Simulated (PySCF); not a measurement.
# C3H7BrOSi: the cost of one run

Programs: PySCF 2.14.0, with routines of our own; each step states its level. All values are computed. Atoms count from 0.

## Step 1: The system as given

13 atoms, charge 0, multiplicity 1; geometry from: GFN2-xTB.

## Step 2: Relaxing the molecule at PBE0-D3(BJ)/def2-SVP

The job: settings as JSON, then the geometry in Å.

```
{"job": {"xc": "PBE0", "basis": "def2-SVP", "d3": "d3bj", "grid": 1, "maxiter": 30, "shake": 0.01, "kind": "geom"}, "charge": 0, "multiplicity": 1}
C      2.169760     0.061440    -0.458140
C      0.875920     0.408790    -0.638790
Br     0.400630     2.284080    -0.713740
C     -0.241490    -0.498320    -0.737920
Si    -1.287900    -0.575950     0.894080
O     -2.055030     0.829020     1.187830
H      2.449270    -0.950800    -0.414840
H      2.948150     0.822990    -0.370820
H     -0.938400    -0.176530    -1.521520
H      0.085740    -1.500520    -0.968480
H     -2.377130    -1.529310     0.755610
H     -0.324860    -0.885160     1.975310
H     -1.698840     1.693370     1.001110
```

Command:

```
$ OMP_NUM_THREADS=1 python heavy_run.py task.json out
```

This one command runs all jobs of the session in turn.

Q: Estimate the wall time and peak memory of this first job on 1 thread of Arm Neoverse V2, shared host.

About 75 s, with a peak of 0.55 GiB.
